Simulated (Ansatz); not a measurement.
# InSi2H7 (SMILES [SiH3][SiH2][InH2]) at BLYP/def2-SVP (core potential)

What is the vertical ionisation energy of InSi2H7 at BLYP/def2-SVP (core potential)? 

The results are computed with Ansatz 0.2.0.

54 further runs of the same task are left out: 54 set aside as unsound or not needed.

## (1) The structure to begin with

InSi2H7 has 10 atoms, charge 0, and is taken as a singlet. SMILES: `[SiH3][SiH2][InH2]`. Geometry: relaxed at PBE0-D4/def2-TZVP.

Bond lengths: Si1–Si2 2.339 Å, Si2–In3 2.571 Å, Si1–H4 1.488 Å, Si1–H5 1.489 Å, Si1–H6 1.489 Å, Si2–H7 1.491 Å, Si2–H8 1.492 Å, In3–H9 1.728 Å, In3–H10 1.728 Å. Some angles: Si1–Si2–In3 110.2°, Si1–Si2–H7 108.2°, Si1–Si2–H8 107.8°, In3–Si2–H7 111.9°, In3–Si2–H8 111.1°, Si2–Si1–H4 112.1°, Si2–Si1–H5 109.8°, Si2–Si1–H6 109.8°, Si2–In3–H9 121.0°, Si2–In3–H10 120.2°.

## (2) A single-point energy at BLYP/def2-SVP (core potential)

File run.yaml:

```yaml
crystal:
  periodic: [false, false, false]
  atoms:
    - {symbol: Si, position_ang: [-1.450900, 0.732300, -0.821600]}
    - {symbol: Si, position_ang: [0.023100, -0.982700, -0.222400]}
    - {symbol: In, position_ang: [1.884800, -0.062700, 1.293100]}
    - {symbol: H, position_ang: [-2.541100, 0.248700, -1.711500]}
    - {symbol: H, position_ang: [-0.707700, 1.812100, -1.527500]}
    - {symbol: H, position_ang: [-2.065700, 1.320500, 0.400500]}
    - {symbol: H, position_ang: [-0.761300, -2.056900, 0.451800]}
    - {symbol: H, position_ang: [0.588700, -1.557900, -1.477300]}
    - {symbol: H, position_ang: [1.761400, -0.160900, 3.013900]}
    - {symbol: H, position_ang: [3.268800, 0.707500, 0.601100]}
basis:
  gaussian: {orbitals: def2-SVP}
hamiltonian: {xc: {name: BLYP}}
accuracy: high
output: {orbitals: {seedname: orbitals}}
```

The run is started by

```bash
$ ansatz run run.yaml --threads 1 --pin off --max-ram 3480MiB --events-out events.jsonl --progress --plain --runs-dir runs
```

Log:

```text
Warning: RAYON_NUM_THREADS=1 ignored (pool sized by the plan → 1); use --threads N
Functional definition: BLYP
  name "BLYP"
  parameter beta = 0.0042
  parameter a = 0.04918
  parameter b = 0.132
  parameter c = 0.2533
  parameter d = 0.349
  exchange = b88_x(beta = beta)
  correlation = lyp_c(a = a, b = b, c = c, d = d)
2240 factors; integrals over basis functions are off by at most 8.6e-9 eV
mean field evaluation 1: about -21032.8090 eV, gradient 2.3e1 eV
mean field evaluation 2: about -21033.5574 eV, gradient 2.0e1 eV
mean field evaluation 4: about -21035.0223 eV, gradient 7.4e-1 eV
mean field evaluation 8: about -21035.0127 eV, gradient 3.3e-2 eV
mean field evaluation 16: about -21035.0127 eV, gradient 3.4e-6 eV
mean field -21035.01266165 eV, -773.0224572720 hartree, gradient 9.9e-8 eV, S^2 0.000000; 0 other end points of the search recorded, 0 dependent functions left out
reference -21035.01273015 eV, -773.0224597895 hartree; 28, 28 occupied and 69, 69 virtual orbitals, 2240 factors
Total energy: -21035.01273015 eV, -773.0224597895 hartree
```

Run time: 8.7 s. Hardware: 1 thread of Arm Neoverse V1, shared host; peak memory 0.27 GiB.

## (3) The doublet cation

File input.yaml:

```yaml
basis:
  gaussian: {orbitals: def2-SVP}
crystal:
  periodic: [false, false, false]
  atoms:
    - symbol: Si
      position_ang: [-1.450900, 0.732300, -0.821600]
    - symbol: Si
      position_ang: [0.023100, -0.982700, -0.222400]
    - symbol: In
      position_ang: [1.884800, -0.062700, 1.293100]
    - symbol: H
      position_ang: [-2.541100, 0.248700, -1.711500]
    - symbol: H
      position_ang: [-0.707700, 1.812100, -1.527500]
    - symbol: H
      position_ang: [-2.065700, 1.320500, 0.400500]
    - symbol: H
      position_ang: [-0.761300, -2.056900, 0.451800]
    - symbol: H
      position_ang: [0.588700, -1.557900, -1.477300]
    - symbol: H
      position_ang: [1.761400, -0.160900, 3.013900]
    - symbol: H
      position_ang: [3.268800, 0.707500, 0.601100]
total_charge: 1
magnetization: {spin_polarized: true, initial_magnetization: 1}
hamiltonian: {xc: {name: BLYP}}
accuracy: high
output: {orbitals: {seedname: orbitals}}
```

The run is started by

```bash
$ ansatz run input.yaml --threads 1 --pin off --max-ram 3480MiB --events-out events.jsonl --progress --plain --runs-dir runs
```

Log:

```text
Warning: RAYON_NUM_THREADS=1 ignored (pool sized by the plan → 1); use --threads N
Functional definition: BLYP
  name "BLYP"
  parameter beta = 0.0042
  parameter a = 0.04918
  parameter b = 0.132
  parameter c = 0.2533
  parameter d = 0.349
  exchange = b88_x(beta = beta)
  correlation = lyp_c(a = a, b = b, c = c, d = d)
2236 factors; integrals over basis functions are off by at most 8.6e-9 eV
mean field evaluation 1: about -21023.4068 eV, gradient 1.8e1 eV
mean field evaluation 2: about -21016.0955 eV, gradient 3.0e1 eV
mean field evaluation 4: about -21026.2266 eV, gradient 2.6e0 eV
mean field evaluation 8: about -21026.2850 eV, gradient 2.1e-1 eV
mean field evaluation 16: about -21026.2855 eV, gradient 6.0e-4 eV
mean field evaluation 32: about -21025.4356 eV, gradient 5.4e0 eV
mean field -21026.28547321 eV, -772.7017390124 hartree, gradient 9.0e-8 eV, S^2 0.752473; 6 other end points of the search recorded, 0 dependent functions left out
reference -21026.28554429 eV, -772.7017416245 hartree; 28, 27 occupied and 69, 70 virtual orbitals, 2236 factors
Total energy: -21026.28554429 eV, -772.7017416245 hartree
```

Wall time 19 s (1 thread of Arm Neoverse V1, shared host); peak memory 0.37 GiB.

## (4) Results

At BLYP/def2-SVP (core potential):

```
                                          quantity          value
                     singlet InSi2H7: total energy  -773.02246 Eh
                      singlet InSi2H7: HOMO energy       -6.08 eV
                      singlet InSi2H7: LUMO energy       -2.80 eV
                    singlet InSi2H7: HOMO–LUMO gap        3.29 eV
                      doublet cation: total energy  -772.70174 Eh
doublet cation: HOMO energy (highest over α and β)      -11.91 eV
 doublet cation: LUMO energy (lowest over α and β)      -11.35 eV
                              doublet cation: ⟨S²⟩          0.752
vertical ionisation energy (to the doublet cation)       8.727 eV
```

What this shows: Removing an electron at fixed nuclei costs 8.73 eV (842 kJ/mol). −ε(HOMO) before ionisation, 6.08 eV, is 2.64 eV below this ionisation energy.
